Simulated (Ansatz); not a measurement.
# AsNH₂ (singlet): the correlation ladder, cc-pVDZ

One table from this session's results is given with a row withheld; the runs are named, their logs left out.

Method: cc-pVDZ, core rule «outside noble gas», up to 15 orbitals frozen; program: Ansatz 0.2.0, Gaussian basis.

Plan: UHF; CCSD(T) on RHF; CCSD(T) on UHF; BCCD(T) on RHF; CISD; CCSDT(Q) on RHF; CCSDT(Q) on UHF; CASSCF and MRCISD+Q, 12 electrons in 10 orbitals; CASSCF and NEVPT2, 12 electrons in 10 orbitals.

18 further runs of the same task are left out: 1 for a mislabelled method, 5 that didn't finish, 12 set aside as unsound or not needed.

## The system

The geometry is a PBE0/def2-TZVP stationary point (not a proven minimum). No spin-orbit coupling is included. The filled d shell of As may be among the frozen orbitals whatever the setting's name suggests; the logs give the count.

4 atoms, charge 0, spin multiplicity 1.

Atoms are counted from 1 here; the program's logs count them from 0.

Bond lengths: N1–As2 1.638 Å, As2–H3 1.521 Å, As2–H4 1.521 Å. Angles: N1–As2–H3 127.9°, N1–As2–H4 127.9°, H3–As2–H4 104.3°.

Set-up of the first run:

The input, in.yaml:

```yaml
crystal:
  periodic: [false, false, false]
  atoms:
    - {symbol: N, position_ang: [0.000000, 0.000000, 1.406167]}
    - {symbol: As, position_ang: [0.000000, 0.000000, -0.231535]}
    - {symbol: H, position_ang: [0.000000, -1.200353, -1.165136]}
    - {symbol: H, position_ang: [0.000000, 1.200353, -1.165136]}
basis:
  gaussian: {orbitals: cc-pVDZ}
magnetization: {spin_polarized: true, initial_magnetization: 0}
hamiltonian: {xc: hf}
output: {orbitals: {seedname: orbitals}}
```

Command:

```
$ ansatz run in.yaml --threads 1 --pin off --events-out ev --progress --plain --max-ram 2393MiB
```

Steps of the session up to this table: UHF; CCSD(T) on RHF; CCSD(T) on UHF; BCCD(T) on RHF; CISD; CCSDT(Q) on RHF; CCSDT(Q) on UHF; CASSCF and MRCISD+Q, 12 electrons in 10 orbitals; CASSCF and NEVPT2, 12 electrons in 10 orbitals.

One table of the session follows, with a row left open; its other results are not shown here.

It belongs to the step «Misses and costs». 

```
          method  from RCCSDT(Q) (meV)
             RHF               +8986.1
             UHF               +8768.1
            RMP2               +1144.1
            UMP2               +1731.4
            CISD               +1353.4
           RCCSD                +488.3
           UCCSD                +513.1
        RCCSD(T)                 +71.5
        UCCSD(T)                +123.6
         BCCD(T)                 +75.8
          RCCSDT                 +57.8
          UCCSDT                 +61.1
       RCCSDT(Q)                     0
       UCCSDT(Q)                  -3.1
  CASSCF valence                     ?
  NEVPT2 valence               +1015.0
  MRCISD valence                +347.3
MRCISD+Q valence                 +22.9
```

Q: Estimate the row for CASSCF valence from the others.

**Answer.** from RCCSDT(Q) (meV): +5136.0. In the column «from RCCSDT(Q) (meV)» it lies between UMP2 (+1731.4) and UHF (+8768.1).

With the free atoms at the same levels and basis (separate runs), the atomisation energy is 6.422 eV at RCCSDT(Q), 6.362 eV at RCCSD(T), 6.310 eV at UCCSD(T), 1.736 eV at RHF.

Caveats from the session: The determinant is far from a pure spin state, so its energy mixes those of several spin states (harmless only where they are near-degenerate, as at dissociation). Warnings: restricted reference is unstable; spin contamination; large T1 diagnostic. Restricted and unrestricted rows rest on different reference determinants; where their highest levels disagree by more than a few hundredths of an eV, they describe different states and don't form one ladder.
